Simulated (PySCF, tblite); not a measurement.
# C₈H₁₂ClN: geometry, infrared bands and NMR shifts

Aim: predict the infrared bands and NMR shifts of C₈H₁₂ClN (`CN(C)C1=CCCC=C1Cl`).

Programs: tblite 0.8.0 and PySCF 2.14.0, with density-fitted response routines of our own. Each step states its level of theory. These are calculated values for one molecule in the gas phase, unless marked as measured. Atoms count from 0, in the outputs and in this text.

### Step 1. Starting geometry

22 atoms, charge 0, multiplicity 1; geometry from: force field or distance geometry start.

Bonds of the start (Å): C0–N1 1.42, N1–C2 1.45, N1–C3 1.43, C3–C4 1.31, C4–C5 1.45, C5–C6 1.50, C6–C7 1.46, C7–C8 1.32, C8–Cl9 1.77, C8–C3 1.47, C0–H10 1.10, C0–H11 1.12, C0–H12 1.14, C2–H13 1.09, C2–H14 1.13, C2–H15 1.12, C4–H16 1.10, C5–H17 1.12, C5–H18 1.11, C6–H19 1.12, C6–H20 1.10, C7–H21 1.10.

### Step 2. Optimising the geometry with GFN2-xTB

What the job is given:

```
{"job": {"kind": "relax", "xc": "GFN2-xTB", "basis": "xTB"}, "charge": 0, "multiplicity": 1}
C     -2.494100    -0.943800    -0.207100
N     -1.571500     0.134700    -0.120400
C     -2.055700     1.498700    -0.060900
C     -0.152200    -0.012600    -0.063300
C      0.606200    -0.185800    -1.116400
C      2.052000    -0.339900    -1.086000
C      2.692000    -0.302600     0.267100
C      1.796400    -0.116500     1.410900
C      0.488800     0.007100     1.261400
Cl    -0.534500     0.227800     2.688000
H     -1.970700    -1.902900    -0.050900
H     -3.024700    -0.945000    -1.195200
H     -3.253800    -0.838100     0.636900
H     -3.083700     1.623200    -0.412300
H     -1.909900     1.855800     0.996100
H     -1.309400     2.074400    -0.663400
H      0.096000    -0.198500    -2.091100
H      2.475400     0.461100    -1.746400
H      2.309000    -1.307300    -1.570300
H      3.391400     0.572400     0.283800
H      3.231400    -1.255700     0.414000
H      2.211200    -0.087500     2.424900
```

The run is started by

```console
$ OMP_NUM_THREADS=1 python probes_run.py task.json out
```

The driver reads the jobs from task.json and runs them one after another.

**Question.** This job is followed by: GFN2-xTB harmonic vibrations, gas phase; GIAO PBE0/pcSseg-1 NMR shielding, non-relativistic, gas phase. What will the session give for the following? strongest single infrared mode (GFN2-xTB); zero-point energy (GFN2-xTB); ¹³C shifts against TMS (PBE0/pcSseg-1, means over atoms taken as alike); ¹H shifts against TMS (PBE0/pcSseg-1, means over atoms taken as alike); ¹⁵N shifts against NH3 (PBE0/pcSseg-1); ³⁵Cl shifts against HCl (PBE0/pcSseg-1).

As calculated:

| quantity | value |
| --- | --- |
| strongest single infrared mode (GFN2-xTB) | 2874 cm⁻¹, 135 km/mol |
| zero-point energy (GFN2-xTB) | 113.9 kcal/mol |
| ¹³C shifts against TMS (PBE0/pcSseg-1, means over atoms taken as alike) | 152.6, 141.4, 133.8, 109.9, 43.3, 28.0, 25.8 ppm |
| ¹H shifts against TMS (PBE0/pcSseg-1, means over atoms taken as alike) | 6.29, 4.92, 2.56, 2.17, 2.15 ppm |
| ¹⁵N shifts against NH3 (PBE0/pcSseg-1) | 68.8 ppm |
| ³⁵Cl shifts against HCl (PBE0/pcSseg-1) | 221 ppm |

**Reading.** Relaxing lowered the energy by 0.862 eV in 228 steps; the close pair that moved most is C0–H12, from 1.140 to 1.090 Å. No mode is imaginary among the 60: a minimum at this level. The strongest single mode, at 2874 cm⁻¹, moves mainly H13. Unscaled tight-binding wavenumbers are off by several per cent, some by more. Its intensities can rank the bands wrongly. H21 (hydrogen on an alkene CH) lies farthest downfield among hydrogen, at 6.29 ppm; a vinylic proton, deshielded by the sp2 carbon and the C=C anisotropy. At PBE0/pcSseg-1: The widest tensor belongs to Cl9: span 457 ppm, with a paramagnetic part of -419 ppm.
